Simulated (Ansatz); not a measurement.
# BrGeH2N: short molecular-dynamics run in Python

Aim: a short molecular-dynamics run, for BrGeH2N, run from a script.

Program: the Python package of Ansatz 0.2.0. Level of theory: PBE0/def2-SVP. These are calculated values, not measurements.

## Step 1: The system

Bond lengths: N1–Ge2 1.814 Å, Ge2–Br3 2.299 Å, N1–H4 1.101 Å, N1–H5 1.046 Å. Angles: N1–Ge2–Br3 107.8°, Ge2–N1–H4 108.5°, Ge2–N1–H5 111.1°, H4–N1–H5 105.7°.

No structure file is read: the coordinates are typed or built in the script.

## Step 2: The code

Input file brgeh2n.py:

```python
# -*- coding: utf-8 -*-
"""Molecular dynamics of one BrGeH2N molecule."""

import ansatz as az
import numpy as np

geometry_ang = [
    ("N", (-0.7869, 0.4467, -0.3214)),
    ("Ge", (-0.3549, -0.7927, 0.9306)),
    ("Br", (1.9043, -1.1919, 0.7766)),
    ("H", (-0.1787, 1.3479, -0.1459)),
    ("H", (-0.5339, 0.1164, -1.2813)),
]
geometry = az.Crystal.molecule()
for symbol, xyz in geometry_ang:
    geometry = geometry.atom(symbol, xyz)

base = (
    geometry.calculation()
    .basis(gaussian="def2-SVP")
    .functional("PBE0")
)
symbols = [site.symbol for site in geometry.cartesian_sites]
start = np.array([site.position_ang for site in geometry.cartesian_sites], dtype=float)
rep = base.relax(force_tolerance=0.02, max_steps=100).run(threads=1).report
end = np.array(rep["positions_ang"])
minimum = az.Crystal.molecule()
for symbol, place in zip(symbols, end):
    minimum = minimum.atom(symbol, place.tolist())

# dynamics from the relaxed geometry
base = (
    minimum.calculation()
    .basis(gaussian="def2-SVP")
    .functional("PBE0")
    .md("nvt_langevin", timestep=0.25, steps=40, temperature=200, initial_velocities="maxwell_boltzmann", seed=9, friction=0.05)
)
frames = []
out = base.session().plan().execute(on_event=lambda e: frames.append(e["data"]) if e["event"] == "md_step" else None)
print("t (fs)   E_pot (eV)      E_kin (eV)   T (K)   d(0-1) (A)")
for f in frames[::3]:
    xyz = np.array(f["positions_ang"])
    print(f"{f['time_fs']:6.2f} {f['lagrangian_ev']:14.5f} {f['e_kin_ev']:10.5f} {f['temperature_k']:8.1f} {np.linalg.norm(xyz[0] - xyz[1]):9.4f}")
print("mean temperature", round(float(np.mean([f["temperature_k"] for f in frames])), 1), "K")
```

## Step 3: The calls as engine input

The engine receives this input (first run):

```yaml
crystal:
  periodic: [false, false, false]
  atoms:
    - { symbol: "N", position_ang: [-0.7869, 0.4467, -0.3214] }
    - { symbol: Ge, position_ang: [-0.3549, -0.7927, 0.9306] }
    - { symbol: Br, position_ang: [1.9043, -1.1919, 0.7766] }
    - { symbol: H, position_ang: [-0.1787, 1.3479, -0.1459] }
    - { symbol: H, position_ang: [-0.5339, 0.1164, -1.2813] }
basis:
  gaussian:
    orbitals: def2-SVP
hamiltonian:
  xc: pbe0
relax:
  f_tol: 0.02
  max_steps: 100
```

## Step 4: Launch

Command:

```sh
> python brgeh2n.py
```

Q: Predict the main results. Wanted: moves of the relaxation of run 1; energy gained in run 1; last largest force component of run 1; mean temperature, second half; farthest move.

**Answer**, as computed:

| quantity | value |
| --- | --- |
| runs compared | 2 |
| moves of the relaxation of run 1 | 14 |
| energy gained in run 1 | 0.923 eV |
| last largest force component of run 1 | 0.0050 eV/Å |
| length of the run | 40 steps, 10 fs |
| mean temperature, second half | 175 K |
| farthest move | 0.15 Å |

In words: Run 1: The relaxation took 14 moves; the largest shift is 0.987 Å, of atom 5 (H). So large a move can change the bonding: the results belong to the relaxed structure. The temperature swings between 73 and 250 K, with a mean of 175 K in the second half; 5 atoms fluctuate widely. A run of 10 fs is far too short for averages. Notes:
- The trajectory is only some femtoseconds long, and gives no averages; where the script doesn't relax first, it starts from a rough generated geometry.
- The printed temperature counts all 3N degrees of freedom under Langevin dynamics, so the first row lies under the target.
